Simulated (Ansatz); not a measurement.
# AlCl3H5NSi: the cost of one run

The runs use Ansatz 0.2.0, Gaussian basis; the settings change from run to run.

## (1) The geometry

The structure was relaxed beforehand with PBE0-D4 in a triple-zeta def2 set.

SMILES `[SiH3][NH2+][Al-]([Cl])([Cl])[Cl]`, 11 atoms, charge 0, spin multiplicity 1.

Atoms are counted from 1 here; the program's logs count them from 0.

Bond lengths: Si1–N2 1.809 Å, Si1–H7 1.484 Å, Si1–H8 1.474 Å, Si1–H9 1.474 Å, N2–Al3 1.999 Å, N2–H10 1.019 Å, N2–H11 1.019 Å, Al3–Cl4 2.115 Å, Al3–Cl5 2.114 Å, Al3–Cl6 2.114 Å. Angles: N2–Si1–H7 106.5°, N2–Si1–H8 106.9°, N2–Si1–H9 106.9°, H7–Si1–H8 110.8°, H7–Si1–H9 110.8°, H8–Si1–H9 114.5°, Si1–N2–Al3 118.1°, Si1–N2–H10 110.9°, Si1–N2–H11 110.9°, Al3–N2–H10 104.9°, Al3–N2–H11 104.9°, H10–N2–H11 106.2°, N2–Al3–Cl4 103.7°, N2–Al3–Cl5 101.1°, N2–Al3–Cl6 101.1°, Cl4–Al3–Cl5 115.5°, Cl4–Al3–Cl6 115.5°, Cl5–Al3–Cl6 116.5°.

## (2) wPBEh/pcseg-2

in.yaml reads:

```yaml
crystal:
  periodic: [false, false, false]
  atoms:
    - {symbol: Si, position_ang: [-0.144444, -1.462866, 0.727619]}
    - {symbol: N, position_ang: [0.722875, -0.028088, 0.048018]}
    - {symbol: Al, position_ang: [-0.371869, 1.444418, -0.745809]}
    - {symbol: Cl, position_ang: [-2.362140, 0.762116, -0.525518]}
    - {symbol: Cl, position_ang: [0.365928, 1.476172, -2.727062]}
    - {symbol: Cl, position_ang: [0.176015, 3.069077, 0.491537]}
    - {symbol: H, position_ang: [0.900794, -2.378623, 1.248720]}
    - {symbol: H, position_ang: [-0.878790, -2.087615, -0.386852]}
    - {symbol: H, position_ang: [-0.999627, -0.968872, 1.821367]}
    - {symbol: H, position_ang: [1.292416, 0.424845, 0.761775]}
    - {symbol: H, position_ang: [1.364243, -0.307463, -0.693295]}
basis:
  gaussian: {orbitals: pcseg-2}
hamiltonian: {xc: {name: wPBEh}}
output: {forces: true}
```

On the command line:

```console
ansatz run in.yaml --threads 4 --pin off --events-out ev --progress --plain --max-ram 11315MiB
```

**Question.** How long does this run take on 4 threads of Intel Xeon Platinum 8259CL at 2.50GHz, shared host, and how much memory does it need?

About 8.5 s, with a peak of 1.2 GiB.
